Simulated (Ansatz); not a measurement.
# One shape, several levels: SnF2 (SMILES [F][Sn][F])

We compute a comparison of 6 runs (UHF/STO-3G, BHLYP/STO-3G, PBE0/STO-3G, UPBE/STO-3G, UPBE0/STO-3G, UMP2/STO-3G) of SnF2. 

Program for the calculation: Ansatz 0.2.0.

54 further runs of the same task are left out: 21 that didn't finish, 33 set aside as unsound or not needed.

### Step 1. The system as given

SnF2: 3 atoms, total charge 0, spin state singlet. SMILES: `[F][Sn][F]`. The F3–Sn1 distance was set to 4.153 Å, away from the relaxed value. At this shape a bond of the SMILES string is far longer than usual.

Bond lengths: Sn1–F2 2.077 Å.

### Step 2. A single-point energy at UHF/STO-3G (run 1)

Contents of job.yaml:

```yaml
crystal:
  periodic: [false, false, false]
  atoms:
    - {symbol: Sn, position_ang: [1.634198, -0.043910, -2.152396]}
    - {symbol: F, position_ang: [3.247218, -0.057580, -0.844186]}
    - {symbol: F, position_ang: [-1.623610, 0.028790, 0.422090]}
basis:
  gaussian:
    orbitals: STO-3G
magnetization:
  spin_polarized: true
  initial_magnetization: 0
hamiltonian:
  xc: hf
accuracy: high
```

Started as:

```sh
$ ansatz run job.yaml --threads 1 --pin off --max-ram 2610MiB --events-out events.jsonl --progress --plain --runs-dir runs
```

What it wrote, shortened:

```text
Warning: RAYON_NUM_THREADS=1 ignored (pool sized by the plan → 1); use --threads N
Functional definition: HF
  name "HF"
[...]
633 factors; integrals over basis functions are off by at most 2.8e-8 eV
[...]
mean field -167601.48524033 eV, -6159.2409782153 hartree, gradient 2.7e-8 eV, S^2 1.012593; 14 other end points of the search recorded, 0 dependent functions left out
reference -167601.48524033 eV, -6159.2409782153 hartree; 34, 34 occupied and 3, 3 virtual orbitals, 633 factors
Total energy: -167601.48524033 eV, -6159.2409782153 hartree
```

Wall time 8.4 s (1 thread of Arm Neoverse V1, shared host); peak memory 0.17 GiB.

### Step 3. A single-point energy at BHLYP/STO-3G (run 2)

Contents of molecule.yaml:

```yaml
crystal:
  periodic: [false, false, false]
  atoms:
    - symbol: Sn
      position_ang: [1.634198, -0.043910, -2.152396]
    - symbol: F
      position_ang: [3.247218, -0.057580, -0.844186]
    - symbol: F
      position_ang: [-1.623610, 0.028790, 0.422090]
basis:
  gaussian:
    orbitals: STO-3G
total_charge: 0
magnetization:
  spin_polarized: false
hamiltonian:
  xc: {name: BHLYP}
accuracy: high
```

Started as:

```sh
$ ansatz run molecule.yaml --threads 1 --pin off --max-ram 2610MiB --events-out events.jsonl --progress --plain --runs-dir runs
```

What it wrote:

```text
Warning: RAYON_NUM_THREADS=1 ignored (pool sized by the plan → 1); use --threads N
Functional definition: BHLYP
  name "BHLYP"
  parameter a = 0.5
  exchange = (1 - a)*b88_x + a*exact_x
  correlation = lyp_c
633 factors; integrals over basis functions are off by at most 2.8e-8 eV
mean field evaluation 1: about -167665.9771 eV, gradient 2.0e1 eV
mean field evaluation 2: about -167323.3026 eV, gradient 7.7e0 eV
mean field evaluation 4: about -167653.2405 eV, gradient 7.8e1 eV
mean field evaluation 8: about -167674.6496 eV, gradient 7.2e-2 eV
mean field evaluation 16: about -167669.6154 eV, gradient 3.0e1 eV
mean field evaluation 32: about -167674.6502 eV, gradient 1.3e-1 eV
mean field -167674.66215561 eV, -6161.9301802505 hartree, gradient 1.8e-8 eV, S^2 0.000000; 4 other end points of the search recorded, 0 dependent functions left out
reference -167674.66217258 eV, -6161.9301808742 hartree; 34, 34 occupied and 3, 3 virtual orbitals, 633 factors
Total energy: -167674.66217258 eV, -6161.9301808742 hartree
```

It took 3.6 s on 1 thread of Arm Neoverse V1, shared host; peak memory 0.12 GiB.

Runs 3 to 5 aren't shown in full; the table further down has their settings and results.

### Step 4. The energy at UMP2/STO-3G (run 6)

Contents of in.yaml:

```yaml
crystal:
  periodic: [false, false, false]
  atoms:
    - {symbol: Sn, position_ang: [1.634198, -0.043910, -2.152396]}
    - {symbol: F, position_ang: [3.247218, -0.057580, -0.844186]}
    - {symbol: F, position_ang: [-1.623610, 0.028790, 0.422090]}
basis:
  gaussian:
    orbitals: STO-3G
correlation:
  method: mp2
  frozen_orbitals: {F: 1, Sn: 18}
magnetization:
  spin_polarized: true
accuracy: high
```

Started as:

```sh
$ ansatz run in.yaml --threads 1 --pin off --max-ram 2610MiB --events-out events.jsonl --progress --plain --runs-dir runs
```

What it wrote, shortened:

```text
Warning: RAYON_NUM_THREADS=1 ignored (pool sized by the plan → 1); use --threads N
[... 2 set-up lines as earlier in the session ...]
[...]
633 factors; integrals over basis functions are off by at most 2.8e-8 eV
[...]
mean field -167601.48524033 eV, -6159.2409782153 hartree, gradient 2.7e-8 eV, S^2 1.012593; 21 other end points of the search recorded, 0 dependent functions left out
20 core orbitals not correlated: weight in the atoms' cores, before any rotation towards them, 1.000 or more for the frozen orbitals, at most 0.000 for the correlated occupied ones
reference -167601.48524033 eV, -6159.2409782153 hartree; 14, 14 occupied and 3, 3 virtual orbitals, 633 factors
second order -1.13843129 eV of doubles, -0.00000000 eV of singles
Total energy: -167602.62367162 eV, -6159.2828147936 hartree
```

Wall time 10 s (1 thread of Arm Neoverse V1, shared host); peak memory 0.18 GiB.

### Step 5. Overview of the runs

```
run         level  frozen core orbitals   energy (Eh)   ⟨S²⟩  wall time
  1    UHF/STO-3G                     –  -6159.240978  1.013      8.4 s
  2  BHLYP/STO-3G                     –  -6161.930181      –      3.6 s
  3   PBE0/STO-3G                     –  -6161.397632      –      3.9 s
  4   UPBE/STO-3G                     –  -6161.106497  0.885       81 s
  5  UPBE0/STO-3G                     –  -6161.476510  0.993       18 s
  6   UMP2/STO-3G                    20  -6159.282815  1.013       10 s
```

### Step 6. Results

| quantity | value |
| --- | --- |
| run 6: total energy | -6159.28281 Eh |
| run 6: correlation energy (20 core orbitals frozen) | -41.8 mEh |
| run 6: ⟨S²⟩ of the reference determinant | 1.013 |

What this shows: Totals of different functionals can't be ranked against each other. In runs 1, 2, 3, 4, 5, 6 the basis is minimal, so the values are rough. In runs 2, 3 a closed-shell determinant meets a far-stretched bond, which it describes badly. In runs 1, 2, 3, 4, 5, 6 relativity is left out where basis or elements ask for it. Spin contamination of the reference: run 1 ⟨S²⟩ = 1.01, run 6 ⟨S²⟩ = 1.01, run 5 ⟨S²⟩ = 0.99, run 4 ⟨S²⟩ = 0.88. Where it is this large, the reference is a mixture of spin states, and values that rest on it are in doubt. All runs together took 2.1 min, the longest 81 s.
